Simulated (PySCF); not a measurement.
# SnSe (SMILES [Se][Sn]) at revPBE/def2-TZVP (core potential)

What is the energy change on altering one bond length of SnSe at revPBE/def2-TZVP (core potential)? Input form: a Python script.

The calculation is run with PySCF 2.14.0.

1 further run of the same task is left out (set aside as unsound or not needed).

## (1) The system as given

SnSe: 2 atoms, total charge 0, spin state singlet. As SMILES, `[Se][Sn]`. Geometry: relaxed at PBE0-D4/def2-TZVP.

Bond lengths: Se1–Sn2 2.325 Å.

## (2) The energy at revPBE/def2-TZVP (core potential)

run.py

```python
# SnSe
from pyscf import gto, dft

molecule = gto.M(
    atom='''
Se   0.000000   0.000000   0.006530
Sn   0.000000   0.000000   2.331810
''',
    basis='def2-tzvp',
    max_memory=1860,
    charge=0,
    verbose=3,
    ecp={'Sn': 'def2-svp'},
)

myscf = dft.RKS(molecule, xc='revpbe')
myscf.grids.level = 5
myscf.conv_tol = 1e-10
myscf.kernel()
if not myscf.converged:
    myscf = myscf.newton().run(myscf.mo_coeff, myscf.mo_occ)

etot = myscf.e_tot
print(f'total energy: {etot:.8f} hartree')
```

Command:

```console
OMP_NUM_THREADS=1 python run.py
```

What it wrote:

```text
converged SCF energy = -2615.76504121666
total energy: -2615.76504122 hartree
```

Run time: 11 s. Hardware: 1 thread of Arm Neoverse V2, shared host; peak memory 0.47 GiB.

## (3) The distorted shape, same level

calc.py

```python
from pyscf import gto, dft

mol = gto.Mole()
mol.atom = [
    ('Se', (0.000000, -0.000000, -0.342290)),
    ('Sn', (-0.000000, 0.000000, 2.331810)),
]
mol.max_memory = 1860
mol.basis = 'def2-tzvp'
mol.verbose = 3
mol.spin = 0
mol.ecp = {'Sn': 'def2-svp'}
mol.build()

mf = dft.RKS(mol)
mf.xc = 'revpbe'
mf.grids.level = 5
mf.conv_tol = 1e-10
mf.kernel()
if not mf.converged:
    mf = mf.newton().run(mf.mo_coeff, mf.mo_occ)

etot = mf.e_tot
print('E(%s) = %.9f' % ('REVPBE', etot))
```

Command:

```console
OMP_NUM_THREADS=1 python calc.py
```

What it wrote:

```text
converged SCF energy = -2615.74478152015
E(REVPBE) = -2615.744781520
```

It took 11 s on 1 thread of Arm Neoverse V2, shared host; peak memory 0.47 GiB.

## (4) What came out

Level: revPBE/def2-TZVP (core potential).

| quantity | value |
| --- | --- |
| first shape: total energy | -2615.76504 Eh |
| first shape: dipole moment | 2.81 D |
| first shape: HOMO energy | -6.07 eV |
| first shape: LUMO energy | -3.10 eV |
| first shape: HOMO–LUMO gap | 2.97 eV |
| distorted shape: total energy | -2615.74478 Eh |
| distorted shape: dipole moment | 4.07 D |
| distorted shape: HOMO energy | -5.52 eV |
| distorted shape: LUMO energy | -3.62 eV |
| distorted shape: HOMO–LUMO gap | 1.90 eV |
| energy change with the Se1–Sn2 bond stretched from 2.325 to 2.674 Å | 0.551 eV |

What this shows: With the Se1–Sn2 bond stretched from 2.325 to 2.674 Å the energy rises by 0.55 eV (12.7 kcal/mol). The first shape isn't relaxed at this level, so the change isn't measured from a minimum.
